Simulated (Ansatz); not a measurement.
Born–Oppenheimer molecular dynamics of a periodic cell of 25 atoms, Li5Fe2P2C2O14 (host Li5Fe2P2C2O14, host structure Pm). It goes on from the last frame of an earlier run, with new velocities.

All numbers below come from DFT LDA, scalar-relativistic, plane waves, PAW in Ansatz. Settings: accuracy low, cutoff 420 eV, k mesh 2x2x2, fermi-dirac smearing 0.05 eV, spin collinear.

```json
{
  "ensemble": "NVE (velocity Verlet)",
  "time step": "1 fs",
  "steps asked": "80",
  "starting velocities drawn for": "1440 K",
  "seed": "267546"
}
```

First frame:

```xyz
25
Lattice="5.0974 0.0000 0.0000 0.0000 6.5614 0.0000 -0.7098 0.0000 8.4894" Properties=species:S:1:pos:R:3
Li 4.019 1.605 2.061
Li 3.725 4.321 2.293
Li 0.784 5.319 5.910
Li 0.963 1.881 6.908
Li 3.123 0.056 7.454
Fe 0.800 0.150 2.769
Fe 3.542 3.146 5.647
P 1.045 3.258 3.668
P 3.264 -0.074 4.694
C 1.445 0.072 0.359
C 3.144 3.204 8.129
O 0.177 0.100 0.700
O 3.738 3.115 0.858
O 2.217 -0.266 1.341
O 0.739 1.994 2.759
O 0.400 4.510 3.065
O 4.129 0.484 3.574
O 2.555 3.418 3.847
O 1.751 -0.332 4.371
O 0.380 3.126 5.089
O 3.819 5.278 5.326
O 3.281 1.155 5.693
O 2.157 3.243 7.373
O 1.203 0.163 7.679
O 4.298 3.071 7.525
```

What does the run give?

All steps were run.

| Property | Result |
| --- | --- |
| steps done | 80 |
| time covered | 80 fs |
| mean temperature over the second half | 1023 K |
| spread of the potential energy over the second half | 9.0 meV per atom |
| mean potential energy of the second half above the start | 52.0 meV per atom |

The conserved energy stayed within 0.52 meV per atom of its start (net change 0.42 meV per atom), so the integration is sound. A run of 0.08 ps of so small a system gives no equilibrium averages. No Hubbard correction was used and the magnetic state wasn't searched. Limits of this set-up: coarse k mesh, low accuracy level.

What happens to the structure?

Mean squared displacements from the first frame to the last, about the centre of mass: Li 0.21 Å², Fe 0.06 Å², P 0.04 Å², C 0.02 Å², O 0.14 Å². This is one draw of velocities; another would differ in detail.

How do temperature and energy run in time?


```csv
time (fs),T (K),potential energy less start (eV),conserved less start (meV/atom)
0,1440,0.000,0.00
4,1211,0.720,0.37
8,1008,1.350,0.42
12,1021,1.309,0.33
16,1058,1.193,0.36
20,1129,0.971,0.29
24,1127,0.975,0.16
28,953,1.521,0.39
32,861,1.806,0.36
36,895,1.698,0.31
40,962,1.491,0.25
44,950,1.529,0.31
48,983,1.429,0.41
52,1132,0.960,0.14
56,1042,1.243,0.30
60,951,1.527,0.44
64,1049,1.218,0.19
68,973,1.457,0.36
72,970,1.471,0.49
76,1151,0.898,0.13
80,1086,1.108,0.42
```

The run took 28 min on 2 threads of Intel(R) Xeon(R) 6975P-C (Granite Rapids) (shared host), peak memory 1 GiB.
